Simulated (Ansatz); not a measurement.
# Si2Ni: how the settings move a relaxation

Aim: see which settings change the result for Si2Ni, by how much, and at what cost.

Method: reference: DFT, r2SCAN, PAW with Ansatz's default frozen-core files, scalar-relativistic; relaxation of cell and atoms, in Ansatz 0.2.0.

**1. The starting structure**

Symmetry: Fm-3m, No. 225, cubic system. The conventional cell has a = 5.406 Å, b = 5.406 Å, c = 5.406 Å, α = 90.00°, β = 90.00°, γ = 90.00°. Si (site symmetry -43m) has 4 Ni at 2.34 Å as nearest neighbours. Ni (site symmetry m-3m) is surrounded by 8 Si at 2.34 Å.

Structure file:

```cif
data_structure
_symmetry_space_group_name_H-M 'P 1'
_symmetry_Int_Tables_number 1
_cell_length_a 3.8226
_cell_length_b 3.8226
_cell_length_c 3.8226
_cell_angle_alpha 60.000
_cell_angle_beta 60.000
_cell_angle_gamma 60.000
_cell_volume 39.50
loop_
_atom_site_label
_atom_site_type_symbol
_atom_site_fract_x
_atom_site_fract_y
_atom_site_fract_z
_atom_site_occupancy
Si1 Si 0.25000 0.25000 0.25000 1
Si2 Si 0.75000 0.75000 0.75000 1
Ni1 Ni 0.00000 0.00000 0.00000 1
```

**2. The reference run**

input.yaml reads:

```yaml
crystal:
  lattice:
    - [0.0, 2.703, 2.703]
    - [2.703, 0.0, 2.703]
    - [2.703, 2.703, 0.0]
  atoms:
    - { symbol: Si, position: [0.25, 0.25, 0.25] }
    - { symbol: Si, position: [0.75, 0.75, 0.75] }
    - { symbol: Ni, position: [0.0, 0.0, 0.0] }
kpoints:
  mp_grid: { grid: [10, 10, 10] }
scf:
  occupations: { method: fermi_dirac, width: 0.08 }
hamiltonian:
  xc: r2scan
  pseudopotentials: { kind: paw }
relax:
  f_tol: 0.002
  max_steps: 80
  cell: {}
output:
  forces: true
  stress: true
```

On the command line:

```sh
> ansatz run input.yaml --threads 2 --pin off --max-ram 6144MiB --backend cpu --events-out ev --progress --plain --runs-dir out
```

**3. Variant: starting moments, mp_grid.shift [0.5, 0.5, 0.5], accuracy high, spin_polarized true**

input.yaml reads:

```yaml
crystal:
  lattice:
    - [0.0, 2.703, 2.703]
    - [2.703, 0.0, 2.703]
    - [2.703, 2.703, 0.0]
  atoms:
    - { symbol: Si, position: [0.25, 0.25, 0.25], spin: 3.0 }
    - { symbol: Si, position: [0.75, 0.75, 0.75], spin: 1.0 }
    - { symbol: Ni, position: [0.0, 0.0, 0.0], spin: 2.0 }
kpoints:
  mp_grid: { grid: [10, 10, 10], shift: [0.5, 0.5, 0.5] }
scf:
  occupations: { method: fermi_dirac, width: 0.08 }
hamiltonian:
  xc: r2scan
  pseudopotentials: { kind: paw }
relax:
  f_tol: 0.002
  max_steps: 80
  cell: {}
output:
  forces: true
  stress: true
accuracy: high
magnetization:
  spin_polarized: true
```

**Question.** What will these runs give? Wanted: for each run, ending; energy change; pressure; gap; force.

**Answer**, as computed:

```csv
run,ending,energy change,pressure (GPa),gap (eV),force (eV/Å),cycles,time
reference,converged,0,0.0,0.00,0.00,29,9.3 s
"1: starting moments, mp_grid.shift [0.5, 0.5, 0.5], accuracy high, spin_polarized true",converged,+0.4 meV/atom,0.0,0.00,0.00,53,1.8 min
```

What this shows: With the changed spin polarisation, k-point mesh and accuracy level the energy stays within 0.5 meV/atom: no moment survives, so both runs end on the same non-magnetic state.
